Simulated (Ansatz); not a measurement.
## C₃H₅Br, SMILES BrC1CC1: a rigid scan of one bond length, step by step

Computed with Ansatz 0.2.0, Python API.

Notebook, run cell by cell (the value of a cell's last expression is shown):

```python
import ansatz
import numpy as np
```

```python
molecule = (
    ansatz.Crystal.molecule()
    .atom("Br", (2.3044, -0.0512, -0.6947))
    .atom("C", (0.7307, -0.0401, 0.3838))
    .atom("C", (-0.4966, -0.7294, -0.1449))
    .atom("C", (-0.4454, 0.7706, -0.0857))
    .atom("H", (0.911, -0.0883, 1.4519))
    .atom("H", (-1.1311, -1.2453, 0.5665))
    .atom("H", (-0.4568, -1.1996, -1.1208))
    .atom("H", (-1.0452, 1.271, 0.6657))
    .atom("H", (-0.3711, 1.3123, -1.0218))
)
```

```python
symbols = [site.symbol for site in molecule.cartesian_sites]
start = np.array([site.position_ang for site in molecule.cartesian_sites])
axis = (start[4] - start[1]) / np.linalg.norm(start[4] - start[1])
moving = [4]
lengths, energies = [0.954, 0.998, 1.041, 1.084, 1.128, 1.171, 1.214, 1.279], []
for length in lengths:
    xyz = start.copy()
    xyz[moving] += (length - np.linalg.norm(start[4] - start[1])) * axis
    point = ansatz.Crystal.molecule()
    for symbol, place in zip(symbols, xyz):
        point = point.atom(symbol, place.tolist())
    job = point.calculation().basis(gaussian="def2-SVP").functional("hf")
    summary = job.run().report
    energies.append(summary["free_energy_ev"])
    print(f"r = {length:6.3f} A  E = {energies[-1]:.5f} eV  <S^2> = {abs(summary['mean_field']['state']['spin_squared']):.3f}")
```

    r =  0.954 A  E = -73157.20123 eV  <S^2> = 0.000
    r =  0.998 A  E = -73157.44303 eV  <S^2> = 0.000
    r =  1.041 A  E = -73157.56417 eV  <S^2> = 0.000
    r =  1.084 A  E = -73157.59562 eV  <S^2> = 0.000
    r =  1.128 A  E = -73157.55496 eV  <S^2> = 0.000
    r =  1.171 A  E = -73157.45976 eV  <S^2> = 0.000
    r =  1.214 A  E = -73157.32219 eV  <S^2> = 0.000
    r =  1.279 A  E = -73157.05529 eV  <S^2> = 0.000

```python
fit = np.polynomial.Polynomial.fit(lengths, np.array(energies) - min(energies), 4).convert()
roots = [r.real for r in fit.deriv().roots() if abs(r.imag) < 1e-9 and fit.deriv(2)(r.real) > 0]
r_e = min(roots, key=lambda r: abs(r - lengths[int(np.argmin(energies))]))
print(f"minimum of the fit at {r_e:.4f} A, force constant {fit.deriv(2)(r_e):.2f} eV/A^2")
```

    minimum of the fit at 1.0798 A, force constant 39.08 eV/A^2

Total energies depend on the basis set; only differences at equal settings carry meaning. The rest of the molecule is held rigid at a force-field or estimated start geometry, and the basis set is modest; single-reference methods fail as a bond breaks. Hartree-Fock leaves correlation out, so bond, atomisation and ionisation energies come out well too low. The orbitals are restricted, so S² is zero by construction. Wall time of the script: 10 s on 1 thread of Arm Neoverse V1 (shared host), peak memory 0.25 GiB.

(Lines on the test bed's own set-up are left out of the output.)
